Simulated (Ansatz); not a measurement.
# Cl3F2HMoO: the cost of one run

Computed with Ansatz 0.2.0, Gaussian basis. Level: the settings change from run to run.

1 further run of the same task is left out (for a known fault of the program). Runs told in other sessions of the task aren't counted.

## Step 1: The molecule

The geometry comes from an earlier relaxation with PBE0-D4 in a triple-zeta def2 set; it is a stationary point, not always the lowest conformer. Mo takes a core potential in def2 sets; no spin-orbit term is included.

SMILES `[OH][Mo]([F])([F])([Cl])([Cl])[Cl]`, 8 atoms, charge 0, spin multiplicity 1.

Atoms are counted from 1 here; the program's logs count them from 0.

Bond lengths: O1–Mo2 1.829 Å, O1–H8 0.966 Å, Mo2–F3 1.835 Å, Mo2–F4 1.835 Å, Mo2–Cl5 2.261 Å, Mo2–Cl6 2.259 Å, Mo2–Cl7 2.354 Å. Angles: Mo2–O1–H8 126.7°, O1–Mo2–F3 93.1°, O1–Mo2–F4 93.1°, O1–Mo2–Cl5 163.3°, O1–Mo2–Cl6 96.3°, O1–Mo2–Cl7 80.1°, F3–Mo2–F4 172.0°, F3–Mo2–Cl5 87.8°, F3–Mo2–Cl6 87.1°, F3–Mo2–Cl7 93.1°, F4–Mo2–Cl5 87.8°, F4–Mo2–Cl6 87.1°, F4–Mo2–Cl7 93.1°, Cl5–Mo2–Cl6 100.4°, Cl5–Mo2–Cl7 83.2°, Cl6–Mo2–Cl7 176.4°.

## Step 2: r2SCAN0/def2-TZVP

This run has atoms shaken by 0.03 Å, D3(BJ) with three-body dispersion.

in.yaml reads:

```yaml
crystal:
  periodic: [false, false, false]
  atoms:
    - {symbol: O, position_ang: [-0.344017, -1.452450, 0.478407]}
    - {symbol: Mo, position_ang: [-0.099647, 0.312797, 0.055293]}
    - {symbol: F, position_ang: [1.099955, 0.618720, 1.341860]}
    - {symbol: F, position_ang: [-1.419568, 0.227327, -1.230480]}
    - {symbol: Cl, position_ang: [0.703357, 2.209385, -0.983457]}
    - {symbol: Cl, position_ang: [-1.654577, 1.105203, 1.479594]}
    - {symbol: Cl, position_ang: [1.510812, -0.735819, -1.353131]}
    - {symbol: H, position_ang: [0.170880, -2.222433, 0.126410]}
basis:
  gaussian: {orbitals: def2-TZVP}
hamiltonian: {xc: {name: r2SCAN0}, dispersion: d3bjatm}
output: {forces: true}
```

Run with:

```bash
> ansatz run in.yaml --threads 4 --pin off --events-out ev --progress --plain --max-ram 11315MiB
```

Q: Estimate wall time and peak memory on 4 threads of Intel Xeon 6975P-C, shared host.

About 6 s, with a peak of 1 GiB.
